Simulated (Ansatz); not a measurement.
# C4H10BCl: the cost of one run

The runs use Ansatz 0.2.0, Gaussian basis; the settings change from run to run.

### 1 The geometry

An earlier PBE0-D4 in a triple-zeta def2 set relaxation fixed the geometry.

SMILES `CCB(Cl)CC`, 16 atoms, charge 0, spin multiplicity 1.

Atoms are counted from 1 here; the program's logs count them from 0.

Bond lengths: C1–C2 1.521 Å, C1–H7 1.093 Å, C1–H8 1.092 Å, C1–H9 1.092 Å, C2–B3 1.563 Å, C2–H10 1.098 Å, C2–H11 1.103 Å, B3–Cl4 1.769 Å, B3–C5 1.563 Å, C5–C6 1.521 Å, C5–H12 1.098 Å, C5–H13 1.103 Å, C6–H14 1.091 Å, C6–H15 1.093 Å, C6–H16 1.092 Å. Angles: C2–C1–H7 111.2°, C2–C1–H8 111.3°, C2–C1–H9 111.5°, H7–C1–H8 107.0°, H7–C1–H9 107.7°, H8–C1–H9 107.9°, C1–C2–B3 119.0°, C1–C2–H10 111.0°, C1–C2–H11 109.8°, B3–C2–H10 108.2°, B3–C2–H11 104.0°, H10–C2–H11 103.6°, C2–B3–Cl4 119.1°, C2–B3–C5 121.7°, Cl4–B3–C5 119.2°, B3–C5–C6 119.0°, B3–C5–H12 108.3°, B3–C5–H13 104.0° and more.

Geometry (Å):

```
C     0.31915   -2.52281   -0.81022
C     0.79568   -1.18040   -0.27612
B    -0.26124   -0.07275    0.03822
Cl   -1.95319   -0.53581    0.26312
C     0.13827    1.43333    0.15843
C    -0.80064    2.38969    0.87825
H    -0.18388   -2.40875   -1.77338
H    -0.39536   -2.98880   -0.12927
H     1.15130   -3.21635   -0.95059
H     1.56370   -0.74694   -0.92957
H     1.32320   -1.32611    0.68145
H     1.15186    1.48786    0.57594
H     0.27168    1.75811   -0.88720
H    -1.79281    2.38774    0.42336
H    -0.92779    2.10507    1.92542
H    -0.42272    3.41433    0.85643
```

### 2 B2GP-PLYP/pcseg-2

Set apart from the defaults: unrestricted orbitals, finite nuclei, the search for lower states set to light.

Input file in.yaml:

```yaml
crystal:
  periodic: [false, false, false]
  atoms:
    - {symbol: C, position_ang: [0.319151, -2.522810, -0.810215]}
    - {symbol: C, position_ang: [0.795680, -1.180397, -0.276116]}
    - {symbol: B, position_ang: [-0.261237, -0.072753, 0.038219]}
    - {symbol: Cl, position_ang: [-1.953194, -0.535812, 0.263120]}
    - {symbol: C, position_ang: [0.138267, 1.433328, 0.158430]}
    - {symbol: C, position_ang: [-0.800636, 2.389691, 0.878254]}
    - {symbol: H, position_ang: [-0.183885, -2.408752, -1.773377]}
    - {symbol: H, position_ang: [-0.395364, -2.988803, -0.129266]}
    - {symbol: H, position_ang: [1.151300, -3.216348, -0.950588]}
    - {symbol: H, position_ang: [1.563696, -0.746942, -0.929568]}
    - {symbol: H, position_ang: [1.323203, -1.326112, 0.681446]}
    - {symbol: H, position_ang: [1.151861, 1.487865, 0.575942]}
    - {symbol: H, position_ang: [0.271681, 1.758106, -0.887199]}
    - {symbol: H, position_ang: [-1.792813, 2.387737, 0.423365]}
    - {symbol: H, position_ang: [-0.927792, 2.105065, 1.925425]}
    - {symbol: H, position_ang: [-0.422718, 3.414335, 0.856428]}
basis:
  gaussian: {orbitals: pcseg-2, nuclear_model: gaussian}
magnetization: {spin_polarized: true, initial_magnetization: 0}
hamiltonian: {xc: {name: B2GP-PLYP}}
scf: {lower_state_search: light}
output: {forces: true}
```

Command:

```sh
> ansatz run in.yaml --threads 4 --pin off --events-out ev --progress --plain --max-ram 11315MiB
```

**Question.** How long does this run take on 4 threads of Arm Neoverse V2, shared host, and how much memory does it need?

About 60 s, with a peak of 1.7 GiB.
